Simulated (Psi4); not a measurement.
# GeClF (SMILES [F][Ge][Cl]) at 3 levels

Wanted: a comparison of 3 runs (HF/3-21G, TPSS/pcseg-1, MP2.5/def2-TZVP) of GeClF. 

Program for the calculation: Psi4 1.11.

3 further runs of the same task are left out: 3 set aside as unsound or not needed.

## 1. The system as given

GeClF: 3 atoms, total charge 0, spin state singlet. As SMILES, `[F][Ge][Cl]`. The coordinates come from a PBE0-D4/def2-TZVP relaxation.

Bond lengths: F1–Ge2 1.748 Å, Ge2–Cl3 2.180 Å. Angles: F1–Ge2–Cl3 98.3°.

## 2. Energy and forces at HF/3-21G (run 1)

Contents of clfge.xyz:

```xyz
3
ClFGe
F      0.110400     1.418700     0.206200
Ge    -0.762800     0.035600    -0.410300
Cl     0.641600    -1.519100     0.191000
```

Contents of run.py:

```python
import psi4

psi4.set_memory(1600000000)
psi4.set_num_threads(1)
psi4.set_output_file('psi4.out', False)

with open('clfge.xyz') as f:
    atoms = ''.join(f.readlines()[2:])
molecule = psi4.geometry('0 1\n' + atoms + 'symmetry c1\nno_reorient\nno_com')

psi4.set_options({
    'puream': True,
    'e_convergence': 1e-09,
    'd_convergence': 1e-08,
    'scf_type': 'pk',
})

energy_value, wavefunction = psi4.gradient("scf/3-21G", return_wfn=True)
print('gradient / Eh bohr^-1')
print(energy_value.np.round(6))
print(f'energy = {wavefunction.energy():.10f} Eh')
```

Command:

```sh
$ python run.py
```

psi4.out:

```text
[...]
  Running in c1 symmetry.
[...]
  Nuclear repulsion =  246.377351934708969
[...]
  Multiplicity = 1
[...]
  Nalpha       = 29
  Nbeta        = 29
[...]
    Number of basis functions: 44
[...]
   @RHF iter   1: -2621.39668174189956   -4.53698e+00   1.52445e-02 ADIIS/DIIS
[...]
   @RHF iter  11: -2621.63045320449328    6.36646e-12   2.20856e-09 DIIS
[...]
    Orbital Energies [Eh]
    ---------------------
    Doubly Occupied:
       1A   -402.778412     2A   -104.093442     3A    -52.002069
       4A    -46.013055     5A    -46.012675     6A    -46.011707
       7A    -26.123204     8A    -10.489079     9A     -7.952019
      10A     -7.948896    11A     -7.948460    12A     -7.228027
      13A     -5.181039    14A     -5.179031    15A     -5.174231
      16A     -1.642614    17A     -1.630470    18A     -1.630129
      19A     -1.625310    20A     -1.621904    21A     -1.518848
      22A     -1.096263    23A     -0.712030    24A     -0.619004
      25A     -0.608004    26A     -0.559371    27A     -0.471880
      28A     -0.469483    29A     -0.400266
[...]
  @RHF Final Energy: -2621.63045320449328
   => Energetics <=
    Nuclear Repulsion Energy =            246.3773519347089689
    One-Electron Energy =               -4146.5337679563526763
    Two-Electron Energy =                1278.5259628171500026
    Total Energy =                      -2621.6304532044932785
[...]
 Multipole Moments:
 ------------------------------------------------------------------------------------
     Multipole            Electronic (a.u.)      Nuclear  (a.u.)        Total (a.u.)
 ------------------------------------------------------------------------------------
 L = 1.  Multiply by 2.5417464519 to convert [e a0] to [Debye]
 Dipole X            :         22.4708195          -23.6382062           -1.1673866
 Dipole Y            :         22.8410630          -22.5202442            0.3208188
 Dipole Z            :         14.5683145          -15.1684537           -0.6001392
 Magnitude           :                                                    1.3512525
[...]
  -Total Gradient:
     Atom            X                  Y                   Z
    ------   -----------------  -----------------  -----------------
       1        0.018446826750     0.029170468639     0.013018914316
       2        0.000833871158    -0.050544615990    -0.004766898348
       3       -0.019280698143     0.021374147357    -0.008252015990
[...]
```

Standard output:

```text
gradient / Eh bohr^-1
[[ 0.018447  0.02917   0.013019]
 [ 0.000834 -0.050545 -0.004767]
 [-0.019281  0.021374 -0.008252]]
energy = -2621.6304532045 Eh
```

Wall time 2.4 s (1 thread of Intel Xeon 6975P-C (Granite Rapids), shared host); peak memory 0.2 GiB.

## 3. Energy and gradient at TPSS/pcseg-1 (run 2)

Contents of clfge.in:

```
memory 1.6 GB

molecule molecule1 {
  0 1
  F      0.110400     1.418700     0.206200
  Ge    -0.762800     0.035600    -0.410300
  Cl     0.641600    -1.519100     0.191000
  symmetry c1
  no_reorient
  no_com
}

set globals {
  basis                pcseg-1
  puream               true
  e_convergence        1e-09
  d_convergence        1e-08
  scf_type             pk
  dft_radial_points    99
  dft_spherical_points 590
}

energy_value, wavefunction = gradient("tpss", return_wfn=True)
oeprop(wavefunction, "MULLIKEN_CHARGES", "MAYER_INDICES", "QUADRUPOLE", title="TPSS")
```

Command:

```sh
$ psi4 -n 1 clfge.in clfge.out
```

clfge.out, shortened:

```text
[...]
  Running in c1 symmetry.
[...]
  Nuclear repulsion =  246.377351934708969
[...]
  Multiplicity = 1
[...]
  Nalpha       = 29
  Nbeta        = 29
[...]
    Number of basis functions: 59
[...]
   @RKS iter   1: -2636.40666439309280   -3.12364e+00   1.60276e-02 ADIIS/DIIS
[...]
   @RKS iter  12: -2636.85369932734920    2.27374e-12   2.78132e-09 DIIS
[...]
  @RKS Final Energy: -2636.85369932734920
   => Energetics <=
    Nuclear Repulsion Energy =            246.3773519347089689
    One-Electron Energy =               -4160.0889091791777901
    Two-Electron Energy =                1394.6065965418974884
    DFT Exchange-Correlation Energy =    -117.7487386247782553
    Empirical Dispersion Energy =           0.0000000000000000
    VV10 Nonlocal Energy =                  0.0000000000000000
    Total Energy =                      -2636.8536993273492044
[...]
  -Total Gradient:
     Atom            X                  Y                   Z
    ------   -----------------  -----------------  -----------------
       1       -0.012830592870    -0.020919432363    -0.009120297877
       2        0.021263597015     0.011186331737     0.012689870279
       3       -0.008441422334     0.009763073043    -0.003571044036
[...]
 Multipole Moments:
 ------------------------------------------------------------------------------------
     Multipole            Electronic (a.u.)      Nuclear  (a.u.)        Total (a.u.)
 ------------------------------------------------------------------------------------
 L = 1.  Multiply by 2.5417464519 to convert [e a0] to [Debye]
 Dipole X            :         22.8645394          -23.6382062           -0.7736668
 Dipole Y            :         22.5071168          -22.5202442           -0.0131274
 Dipole Z            :         14.7474106          -15.1684537           -0.4210431
 Magnitude           :                                                    0.8809142
 L = 2.  Multiply by 1.3450342976 to convert [e a0^2] to [Debye ang]
 Quadrupole XX       :       -116.8389455           91.8741984          -24.9647470
 Quadrupole XY       :         57.3235282          -57.2387732            0.0847551
[...]
  Mulliken Charges: (a.u.)
   Center  Symbol    Alpha    Beta     Spin     Total
[...]
```

Wall time 11 s (1 thread of Intel Xeon 6975P-C (Granite Rapids), shared host); peak memory 0.81 GiB.

## 4. The energy at MP2.5/def2-TZVP (density fitting for correlation) (run 3)

Contents of clfge_ase.py:

```python
import numpy as np
from ase.calculators.psi4 import Psi4
from ase import Atoms

mol = Atoms(['F', 'Ge', 'Cl'], positions=[
    [0.110400, 1.418700, 0.206200],
    [-0.762800, 0.035600, -0.410300],
    [0.641600, -1.519100, 0.191000],
])
calc = Psi4(atoms=mol, method='mp2.5', basis='def2-TZVP', memory='1600MB', num_threads=1, charge=0, multiplicity=1, label='psi4-calc', reference='rhf')
calc.psi4.set_options({'scf_type': 'pk', 'freeze_core': True, 'mp_type': 'df'})
mol.calc = calc

print(f'energy: {mol.get_potential_energy():.6f} eV')
```

Command:

```sh
$ python clfge_ase.py
```

psi4-calc.dat:

```text
[...]
  Running in c1 symmetry.
[...]
  Nuclear repulsion =  246.377351934708940
[...]
  Multiplicity = 1
[...]
  Nalpha       = 29
  Nbeta        = 29
[...]
    Number of basis functions: 116
[...]
   @RHF iter   1: -2633.40401721753915   -3.62557e+00   2.25201e-02 DIIS/ADIIS
[...]
   @RHF iter  12: -2634.44803396607313   -2.27374e-11   9.19322e-09 DIIS
[...]
    Orbital Energies [Eh]
    ---------------------
    Doubly Occupied:
       1A   -405.308865     2A   -104.827343     3A    -52.212797
       4A    -46.300231     5A    -46.299112     6A    -46.298389
       7A    -26.271290     8A    -10.556594     9A     -8.022962
      10A     -8.022183    11A     -8.022008    12A     -7.257042
      13A     -5.231972    14A     -5.228248    15A     -5.225534
      16A     -1.714530    17A     -1.705538    18A     -1.705385
      19A     -1.701927    20A     -1.697397    21A     -1.544300
      22A     -1.087968    23A     -0.732939    24A     -0.643662
      25A     -0.634080    26A     -0.576847    27A     -0.474125
      28A     -0.471433    29A     -0.404180
[...]
  @RHF Final Energy: -2634.44803396607313
   => Energetics <=
    Nuclear Repulsion Energy =            246.3773519347089405
    One-Electron Energy =               -4161.2930055763326891
    Two-Electron Energy =                1280.4676196755508499
    Total Energy =                      -2634.4480339660731261
[...]
 Multipole Moments:
 ------------------------------------------------------------------------------------
     Multipole            Electronic (a.u.)      Nuclear  (a.u.)        Total (a.u.)
 ------------------------------------------------------------------------------------
 L = 1.  Multiply by 2.5417464519 to convert [e a0] to [Debye]
 Dipole X            :         -4.5085667            3.6612873           -0.8472794
 Dipole Y            :          2.2577066           -2.3487300           -0.0910233
 Dipole Z            :         -2.2126108            1.7435919           -0.4690189
 Magnitude           :                                                    0.9727005
[...]
	DF-MP2 Total Energy (a.u.)         : -2635.10775492891889
[...]
	DF-MP3 Total Energy (a.u.)         : -2635.11334958995803
[...]
```

On the terminal:

```text
energy: -71705.010454 eV
```

Wall time 6 s (1 thread of Intel Xeon 6975P-C (Granite Rapids), shared host); peak memory 0.6 GiB.

## 5. Overview of the runs

```
run                                              level         integration grid      task   energy (Eh)  dipole moment (D)  HOMO energy (eV)  LUMO energy (eV)  wall time
  1                                           HF/3-21G                        –  gradient  -2621.630453               3.43            -10.89              0.01      2.4 s
  2                                       TPSS/pcseg-1  99 radial × 590 angular  gradient  -2636.853699               2.24             -7.46             -3.68       11 s
  3  MP2.5/def2-TZVP (density fitting for correlation)                        –    energy  -2635.110552                  –            -11.00              0.20        6 s
```

## 6. Results

| quantity | value |
| --- | --- |
| run 3: total energy | -2635.11055 Eh |
| run 3: HOMO energy (Hartree–Fock orbitals) | -11.00 eV |
| run 3: LUMO energy (Hartree–Fock orbitals) | 0.20 eV |
| run 3: HOMO–LUMO gap (Hartree–Fock orbitals) | 11.20 eV |
| run 3: correlation energy (15 core orbitals frozen) | -662.5 mEh |

All runs together took 19 s, the longest 11 s.
